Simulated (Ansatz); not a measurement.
**CH₇GaO₂SSi: one species, many methods**

One table from this session's results is given with a row withheld; the runs are named, their logs left out.

Program: Ansatz 0.2.0, Gaussian basis. Level of theory: functionals in def2-TZVPP, the program's frozen cores in correlated methods. These are calculated values, not measurements.

The runs, in order: PBE-D4, r2SCAN-D4, PBE0-D4, B3LYP-D4, ωB97X-V, ωB97M-V, B2PLYP; CCSD(T)/def2-TZVPP; MP2/def2-QZVPP; extrapolation to the limit.

## The geometry

The geometry comes from an earlier relaxation with PBE0-D4 in a triple-zeta def2 set; it is a stationary point, not always the lowest conformer.

13 atoms, charge 0, spin multiplicity 1.

Atoms are counted from 1 here; the program's logs count them from 0.

Bond lengths: C1–O2 1.409 Å, C1–H7 1.094 Å, C1–H8 1.096 Å, C1–H9 1.097 Å, O2–Ga3 1.773 Å, Ga3–S4 2.172 Å, Ga3–O5 1.771 Å, S4–H10 1.345 Å, O5–Si6 1.630 Å, Si6–H11 1.490 Å, Si6–H12 1.490 Å, Si6–H13 1.485 Å. Angles: O2–C1–H7 108.4°, O2–C1–H8 111.4°, O2–C1–H9 113.1°, H7–C1–H8 108.1°, H7–C1–H9 107.7°, H8–C1–H9 108.0°, C1–O2–Ga3 123.3°, O2–Ga3–S4 120.1°, O2–Ga3–O5 120.6°, S4–Ga3–O5 119.4°, Ga3–S4–H10 91.7°, Ga3–O5–Si6 143.1°, O5–Si6–H11 111.1°, O5–Si6–H12 110.9°, O5–Si6–H13 108.9°, H11–Si6–H12 108.0°, H11–Si6–H13 108.9°, H12–Si6–H13 108.9°.

Coordinates:

```tsv
atom	x (Å)	y (Å)	z (Å)
C1	-0.3900	1.5627	1.0776
O2	-0.3615	1.6702	-0.3267
Ga3	-0.0084	0.3033	-1.3997
S4	-0.0286	0.5780	-3.5543
O5	0.3834	-1.2888	-0.7312
Si6	0.4680	-2.1340	0.6594
H7	-0.2100	2.5540	1.5029
H8	-1.3661	1.2118	1.4313
H9	0.3780	0.8863	1.4729
H10	-0.3547	1.8764	-3.4256
H11	-0.7906	-2.0013	1.4461
H12	1.5936	-1.6509	1.5076
H13	0.6870	-3.5677	0.3398
```

Set-up of the first run:

File in.yaml:

```yaml
crystal:
  periodic: [false, false, false]
  atoms:
    - {symbol: C, position_ang: [-0.390005, 1.562711, 1.077587]}
    - {symbol: O, position_ang: [-0.361453, 1.670209, -0.326689]}
    - {symbol: Ga, position_ang: [-0.008446, 0.303287, -1.399662]}
    - {symbol: S, position_ang: [-0.028643, 0.578034, -3.554328]}
    - {symbol: O, position_ang: [0.383369, -1.288836, -0.731247]}
    - {symbol: Si, position_ang: [0.467974, -2.133967, 0.659432]}
    - {symbol: H, position_ang: [-0.210015, 2.554026, 1.502874]}
    - {symbol: H, position_ang: [-1.366061, 1.211788, 1.431261]}
    - {symbol: H, position_ang: [0.377969, 0.886299, 1.472891]}
    - {symbol: H, position_ang: [-0.354674, 1.876359, -3.425611]}
    - {symbol: H, position_ang: [-0.790591, -2.001298, 1.446082]}
    - {symbol: H, position_ang: [1.593601, -1.650925, 1.507625]}
    - {symbol: H, position_ang: [0.686985, -3.567696, 0.339765]}
basis:
  gaussian: {orbitals: def2-TZVPP}
hamiltonian: {xc: pbe, dispersion: d4}
output: {forces: true, orbitals: {seedname: orbitals}}
```

Command:

```sh
ansatz run in.yaml --threads 2 --pin off --events-out ev --progress --plain --max-ram 22528MiB --backend cuda --devices 0, --max-vram 18GiB
```

Among the steps run: PBE-D4 (GGA); r2SCAN-D4 (meta-GGA); PBE0-D4 (hybrid); B3LYP-D4 (hybrid); ωB97X-V (range-separated); ωB97M-V (range-separated); B2PLYP (double hybrid); CCSD(T) in def2-TZVPP; MP2 in def2-QZVPP.

One table of the session follows, with a row left open; its other results are not shown here.

| method | atomisation energy (eV) |
| --- | --- |
| PBE-D4 | 46.697 |
| r2SCAN-D4 | 46.541 |
| PBE0-D4 | 45.945 |
| B3LYP-D4 | 46.093 |
| ωB97X-V | 46.669 |
| ωB97M-V | 46.435 |
| B2PLYP | ? |
| HF/def2-TZVPP | 33.444 |
| MP2/def2-TZVPP | 46.271 |
| CCSD/def2-TZVPP | 44.751 |
| CCSD(T)/def2-TZVPP | 45.456 |
| MP2/CBS | 47.457 |
| CCSD(T)/CBS | 46.642 |

**Question.** Estimate the row for B2PLYP.

**Answer.** atomisation energy (eV): 45.787. In the column «atomisation energy (eV)» it lies between CCSD(T)/def2-TZVPP (45.456) and PBE0-D4 (45.945).
